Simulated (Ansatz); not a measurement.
KFeAs2:

```
CELL_PARAMETERS angstrom
-1.98037 1.98037 6.38302
1.98037 -1.98037 6.38302
1.98037 1.98037 -6.38302
ATOMIC_POSITIONS crystal
As 0.33074 0.33074 0.00000
As 0.66926 0.66926 0.00000
Fe 0.25000 0.75000 0.50000
K 0.00000 0.00000 0.00000
```

The cell comes from a database or a generator and needn't be the stable form of this composition.

Base run:

```yaml
Program: Ansatz 0.2.0
Functional: PBE
Potentials_or_basis: Ansatz PAW
Cutoff: 420 eV
Density_cutoff: 1680 eV
k_mesh: 9 × 9 × 9
Occupations: fermi-dirac, width 0.05 eV
Spin: collinear spin, ferromagnetic start
Starting_moments: "[0.0, 0.0, 3.0, 0.0] μB"
```

Its results: band gap on the k mesh none (metal or under the smearing width); pressure 0.2 GPa; net moment 0.61 μB per cell; site moments As -0.02; Fe +0.62; K -0.00 μB; largest force 0.067 eV/Å.

Task: The run is repeated on the same cell with these changes: functional from PBE to LDA; occupations from fermi-dirac, width 0.05 eV to gaussian, width 0.05 eV. What comes out?

Result: Band gap on the k mesh none (metal or under the smearing width); pressure -4.5 GPa; net moment 0.60 μB per cell; site moments As -0.00; Fe +0.53; K +0.00 μB; largest force 0.336 eV/Å.

Caveats: a cell with one magnetic atom can't hold antiferromagnetic order, which such compounds often take; the PAW data sets come from PBE, with cores solved anew for the run's functional, which leaves a small shift of forces and pressure (some runs).

Not every run made on this cell is shown here.
